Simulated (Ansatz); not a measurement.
# C3H8BN: a ladder of functionals and wavefunction methods

How much do the methods differ for C3H8BN? The plan is to run it at one geometry with functionals of several rungs and with coupled cluster, and see how far each lands from CCSD(T) at the basis-set limit for the atomisation energy.

Computed with Ansatz 0.2.0, Gaussian basis. Level: functionals in def2-TZVPP, the program's frozen cores in correlated methods.

The runs, in order: PBE-D4, r2SCAN-D4, PBE0-D4, B3LYP-D4, ωB97X-V, ωB97M-V, B2PLYP; CCSD(T)/def2-TZVPP; MP2/def2-QZVPP; extrapolation to the limit.

### 1 Structure used throughout

An earlier PBE0-D4 in a triple-zeta def2 set relaxation fixed the geometry.

SMILES `NCC1BC1`, 13 atoms, charge 0, spin multiplicity 1.

Atoms are counted from 1 here; the program's logs count them from 0.

Bond lengths: N1–C2 1.454 Å, N1–H6 1.013 Å, N1–H7 1.013 Å, C2–C3 1.510 Å, C2–H8 1.100 Å, C2–H9 1.097 Å, C3–B4 1.527 Å, C3–C5 1.537 Å, C3–H10 1.090 Å, B4–C5 1.519 Å, B4–H11 1.185 Å, C5–H12 1.087 Å, C5–H13 1.088 Å. Angles: C2–N1–H6 110.9°, C2–N1–H7 110.3°, H6–N1–H7 107.5°, N1–C2–C3 111.2°, N1–C2–H8 114.2°, N1–C2–H9 107.2°, C3–C2–H8 108.0°, C3–C2–H9 109.9°, H8–C2–H9 106.1°, C2–C3–B4 119.8°, C2–C3–C5 118.1°, C2–C3–H10 114.0°, B4–C3–C5 59.4°, B4–C3–H10 119.0°, C5–C3–H10 115.7°, C3–B4–C5 60.6°, C3–B4–H11 149.0°, C5–B4–H11 150.3° and more.

### 2 PBE-D4 (GGA)

Input file in.yaml:

```yaml
crystal:
  periodic: [false, false, false]
  atoms:
    - {symbol: N, position_ang: [-0.797069, 1.589189, 0.575823]}
    - {symbol: C, position_ang: [-0.972626, 0.163020, 0.351587]}
    - {symbol: C, position_ang: [0.055470, -0.369084, -0.618372]}
    - {symbol: B, position_ang: [0.782866, -1.676240, -0.310972]}
    - {symbol: C, position_ang: [1.530938, -0.359481, -0.186876]}
    - {symbol: H, position_ang: [-1.511385, 1.948398, 1.197192]}
    - {symbol: H, position_ang: [-0.872664, 2.094928, -0.298503]}
    - {symbol: H, position_ang: [-1.969550, -0.115198, -0.022237]}
    - {symbol: H, position_ang: [-0.862101, -0.334326, 1.323037]}
    - {symbol: H, position_ang: [-0.134671, -0.102175, -1.657421]}
    - {symbol: H, position_ang: [0.749045, -2.855654, -0.197884]}
    - {symbol: H, position_ang: [2.272867, -0.082883, -0.931367]}
    - {symbol: H, position_ang: [1.749279, 0.064803, 0.790791]}
basis:
  gaussian: {orbitals: def2-TZVPP}
hamiltonian: {xc: pbe, dispersion: d4}
output: {forces: true, orbitals: {seedname: orbitals}}
```

Command:

```
> ansatz run in.yaml --threads 4 --pin off --events-out ev --progress --plain --max-ram 10444MiB
```

The runs that follow: r2SCAN-D4 (meta-GGA); PBE0-D4 (hybrid); B3LYP-D4 (hybrid); ωB97X-V (range-separated); ωB97M-V (range-separated); B2PLYP (double hybrid); CCSD(T) in def2-TZVPP; MP2 in def2-QZVPP.

Before running them: what should the planned runs give, taken together? Wanted: atomisation energy, CCSD(T)/CBS; farthest; mean size of error, hybrid; mean size of error, range-separated; gap, smallest and largest; T1 diagnostic; triples share of the correlation energy.

The runs gave:

| quantity | value |
| --- | --- |
| atomisation energy, CCSD(T)/CBS | 4954.6 kJ/mol |
| functionals within 24.8 kJ/mol (0.5 %) | B2PLYP |
| farthest | PBE-D4 (+147.9 kJ/mol) |
| mean size of error, hybrid | 53.1 kJ/mol |
| mean size of error, range-separated | 41.2 kJ/mol |
| gap, smallest and largest | 3.15 eV (PBE-D4), 10.31 eV (ωB97X-V) |
| T1 diagnostic | 0.0100 |
| triples share of the correlation energy | 3.9 % |

PBE-D4 is off by +147.9 kJ/mol. Double hybrids carry the basis error of their MP2 part in triple zeta, and no dispersion term here, so their miss is partly the set-up's. Misses under about 24.8 kJ/mol are within the doubt on the reference itself, which lacks core-valence correlation, relativity and higher excitations. Hartree-Fock recovers 73 % of the binding; the rest is correlation. Orbital gaps span 3.1 to 10.3 eV; exact exchange widens them.
